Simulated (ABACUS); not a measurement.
The system is Ba2Tl5V3O12.

```
CELL_PARAMETERS angstrom
8.15421 0.00000 0.00000
-4.07711 7.06176 0.00000
0.00000 0.00000 6.92128
ATOMIC_POSITIONS crystal
Tl 0.50000 0.00000 0.50000
Tl 0.00000 0.50000 0.50000
Tl 0.50000 0.50000 0.50000
Tl 0.33333 0.66667 0.22489
Tl 0.66667 0.33333 0.77511
Ba 0.00000 0.00000 0.23552
Ba 0.00000 0.00000 0.76448
V 0.50000 0.00000 0.00000
V 0.00000 0.50000 0.00000
V 0.50000 0.50000 0.00000
O 0.33890 0.34334 0.81444
O 0.65666 0.99556 0.81444
O 0.00444 0.66110 0.81444
O 0.34334 0.33890 0.18556
O 0.99556 0.65666 0.18556
O 0.66110 0.00444 0.18556
O 0.66110 0.65666 0.18556
O 0.34334 0.00444 0.18556
O 0.99556 0.33890 0.18556
O 0.65666 0.66110 0.81444
O 0.00444 0.34334 0.81444
O 0.33890 0.99556 0.81444
```

The cell was built by a generator and needn't be a form met in nature.

Program: ABACUS 3.10.1. Alike in all runs: task single point; cell as given; cutoff (eV) 1361; smearing fermi-dirac 0.05 eV.

Task: Order these runs on this cell by their pressure, lowest first.
A. level PBEsol+U; potentials or basis PseudoDojo NC SR 0.4.1 PBEsol standard, DZP LCAO (the cutoffs set its grid); spin collinear, antiferromagnetic start; U V d U = 4 eV; k mesh 2 × 2 × 2; SCF threshold on the density 1e-06; max SCF steps 120; mixing share 0.2; symmetry key -1; threshold to restart the mixing 0.0005; mesh quality coarse
B. level PBE; potentials or basis PseudoDojo NC SR 0.4.1 PBE standard, DZP LCAO (the cutoffs set its grid); spin collinear, ferromagnetic start; fixed moment (μB) 6.0; k mesh 3 × 3 × 3; SCF threshold on the density 1e-07; max SCF steps 100; mixing share 0.4; symmetry key 1; mesh quality not flagged
C. level PBE; potentials or basis PseudoDojo NC SR 0.4.1 PBE standard, DZP LCAO (the cutoffs set its grid); spin collinear, ferrimagnetic start; k mesh 2 × 2 × 2; SCF threshold on the density 1e-07; max SCF steps 100; mixing share 0.4; symmetry key 0; mesh quality coarse
D. level LDA; potentials or basis SG15 ONCV 1.2 PBE, DZP LCAO (the cutoffs set its grid); spin collinear, ferromagnetic start; k mesh 3 × 3 × 3; SCF threshold on the density 1e-07; max SCF steps 100; mixing share 0.4; symmetry key 1; mesh quality not flagged
E. level WC; potentials or basis SG15 ONCV 1.2 PBE, DZP LCAO (the cutoffs set its grid); spin collinear, ferromagnetic start; k mesh 3 × 3 × 3; SCF threshold on the density 1e-07; max SCF steps 100; mixing share 0.4; symmetry key 1; mesh quality not flagged

Result: E (-11.1 GPa), D (-4.5 GPa), A (-1.2 GPa), C (1.2 GPa), B (4.2 GPa).

Caveats: some runs use coarse meshes; the atomic orbitals were generated for these runs and aren't a published set; the basis of atomic orbitals isn't converged, which shifts pressures, moduli and gaps; this release of the barium file is off (some runs); the potentials were made for another functional, which shifts forces and pressure (some runs); the total moment is fixed, so each spin has its own Fermi level (some runs).
